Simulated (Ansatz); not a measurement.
# BCl₂HS: taking an electron away

One table from this session's results is given with a row withheld; the runs are named, their logs left out.

Program: Ansatz 0.2.0, Gaussian basis. Level of theory: unrestricted cation, the program's frozen cores in correlated methods. These are calculated values, not measurements.

The runs, in order: UKS PBE-D4/def2-TZVPP; UKS r2SCAN-D4/def2-TZVPP; UKS PBE0-D4/def2-TZVPP; UKS B3LYP-D4/def2-TZVPP; UKS wB97X-V/def2-TZVPP; UKS wB97M-V/def2-TZVPP; UKS B2PLYP/def2-TZVPP; UHF-CCSD(T)/def2-TZVPP; UHF-MP2/def2-QZVPP; extrapolation to the limit; then −ε(HOMO) from the neutral's earlier runs with LDA (SPW92), PBE-D4, revPBE-D4, BLYP-D4, r2SCAN-D4, B97M-V, PBE0-D4, B3LYP-D4, r2SCANh-D4, r2SCAN0-D4, HSE06-D4, BHLYP-D4, CAM-B3LYP-D4, LC-ωPBE, ωB97X-V, ωB97M-V.

### The relaxed structure

The geometry comes from an earlier relaxation with PBE0-D4 in a triple-zeta def2 set; it is a stationary point.

SMILES `SB(Cl)Cl`, 5 atoms, charge 0, spin multiplicity 1.

Atoms are counted from 1 here; the program's logs count them from 0.

Bond lengths: S1–B2 1.787 Å, S1–H5 1.343 Å, B2–Cl3 1.746 Å, B2–Cl4 1.747 Å. Angles: B2–S1–H5 96.3°, S1–B2–Cl3 117.5°, S1–B2–Cl4 122.7°, Cl3–B2–Cl4 119.7°.

The first run:

Input file in.yaml:

```yaml
crystal:
  periodic: [false, false, false]
  atoms:
    - {symbol: S, position_ang: [-0.116379, 1.375625, 0.225186]}
    - {symbol: B, position_ang: [0.242098, -0.374247, 0.179010]}
    - {symbol: Cl, position_ang: [1.348675, -1.003724, 1.374284]}
    - {symbol: Cl, position_ang: [-0.465063, -1.452836, -0.999269]}
    - {symbol: H, position_ang: [-0.959431, 1.381581, -0.820611]}
basis:
  gaussian: {orbitals: def2-TZVPP}
total_charge: 1
magnetization: {spin_polarized: true, initial_magnetization: 1}
hamiltonian: {xc: pbe, dispersion: d4}
```

Launch:

```
> ansatz run in.yaml --threads 4 --pin off --events-out ev --progress --plain --max-ram 10444MiB
```

Among the steps run: Cation, UKS PBE-D4/def2-TZVPP; Cation, UKS r2SCAN-D4/def2-TZVPP; Cation, UKS PBE0-D4/def2-TZVPP; Cation, UKS B3LYP-D4/def2-TZVPP; Cation, UKS wB97X-V/def2-TZVPP; Cation, UKS wB97M-V/def2-TZVPP; Cation, UKS B2PLYP (frozen core)/def2-TZVPP; Cation, UHF-CCSD(T)/def2-TZVPP; Cation, UHF-MP2/def2-QZVPP.

One of the session's tables, all rows but one given; the rest of the session is left out.

It belongs to the step «Ionisation energies side by side». Orbital estimates, from the neutral's runs:

```
  functional  −ε(HOMO) (eV)
 LDA (SPW92)           7.27
      PBE-D4           7.13
   revPBE-D4           7.08
     BLYP-D4           6.94
   r2SCAN-D4           7.43
      B97M-V           7.49
     PBE0-D4           8.35
    B3LYP-D4           8.08
  r2SCANh-D4           7.88
  r2SCAN0-D4              ?
    HSE06-D4           7.95
    BHLYP-D4           9.41
CAM-B3LYP-D4           9.64
     LC-ωPBE          11.07
     ωB97X-V          10.69
     ωB97M-V          10.49
```

Q: Estimate the row for r2SCAN0-D4 from the others.

Worked estimate for «−ε(HOMO) (eV)». Against the share of exact exchange, r2SCAN-D4 (0, 7.43), r2SCANh-D4 (0.1, 7.88) give a slope of 4.50 per unit share; at 0.25 the line stands at 8.55.

The run gave: −ε(HOMO) (eV): 8.55. In «−ε(HOMO) (eV)» the line misses by 0.00.

To keep in mind: The cation may have settled in a state other than its lowest; no search over hole states beyond the program's own was made.
